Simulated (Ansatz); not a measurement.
# The cluster Ti₃H₂: structure and electronic state

Aim: characterise the cluster Ti₃H₂ as a singlet: its structure, frontier levels and distribution of charge.

The runs use Ansatz 0.2.0, Gaussian basis; RKS PBE0-D4/def2-TZVP.

Levels to be run: relaxation at PBE0-D4/def2-TZVP; a search for the lowest solution at PBE0-D4/def2-SVP; a single point at PBE0-D4/def2-TZVP.

1 further run of the same task is left out (it didn't finish). Runs told in other sessions of the task aren't counted.

## (1) Where the work starts

5 atoms, charge 0, spin multiplicity 1.

Atoms are counted from 1 here; the program's logs count them from 0.

Bond lengths: Ti1–Ti2 3.019 Å, Ti1–Ti3 2.934 Å, Ti2–Ti3 2.923 Å. Angles: Ti2–Ti1–Ti3 58.8°, Ti1–Ti2–Ti3 59.2°, Ti1–Ti3–Ti2 62.0°.

Geometry (Å):

```xyz
5
H2Ti3
Ti    1.3976    0.1297    0.9752
Ti   -0.7613    1.3587   -0.7400
Ti   -0.6884   -1.5239   -0.2589
H     2.6084   -0.8941   -0.9524
H    -2.5563    0.9297    0.9760
```

No spin-orbit coupling is included.

The start is a GFN2-xTB geometry.

## (2) Optimising with PBE0-D4/def2-TZVP

in.yaml

```yaml
crystal:
  periodic: [false, false, false]
  atoms:
    - {symbol: Ti, position_ang: [1.397610, 0.129730, 0.975210]}
    - {symbol: Ti, position_ang: [-0.761320, 1.358680, -0.739970]}
    - {symbol: Ti, position_ang: [-0.688430, -1.523950, -0.258940]}
    - {symbol: H, position_ang: [2.608410, -0.894130, -0.952360]}
    - {symbol: H, position_ang: [-2.556270, 0.929660, 0.976050]}
basis:
  gaussian: {orbitals: def2-TZVP}
hamiltonian: {xc: pbe0, dispersion: d4}
scf: {lower_state_search: "off"}
output: {orbitals: {seedname: orbitals}}
relax: {f_tol: 0.02, max_steps: 100}
```

Started as:

```sh
ansatz run in.yaml --threads 4 --pin off --events-out ev --progress --plain --max-ram 3916MiB
```

The runs that follow: Searching for the lowest solution, PBE0-D4/def2-SVP; Single point, PBE0-D4/def2-TZVP.

**Question.** What will the summary of the whole plan be? Wanted: point group; commonest bond, hydrogen aside; HOMO, LUMO at PBE0-D4/def2-TZVP; dipole at PBE0-D4/def2-TZVP.

The runs gave:

| quantity | value |
| --- | --- |
| point group | C2 |
| commonest bond, hydrogen aside | Ti–Ti, 3 of mean length 2.354 Å |
| HOMO, LUMO at PBE0-D4/def2-TZVP | -3.89, -1.71 eV |
| dipole at PBE0-D4/def2-TZVP | 0.59 D |

The relaxation broke 0 and made 4 bonds, so the end is another structure than the start. No usable vibrations, so a minimum isn't proven. The HOMO lies nearest to Ti1, Ti2, Ti3 about 31 % each and the LUMO to Ti1, Ti2, Ti3 about 29 % each; H4, H5 about 6 % each. Whether this spin is the lowest isn't tested here.
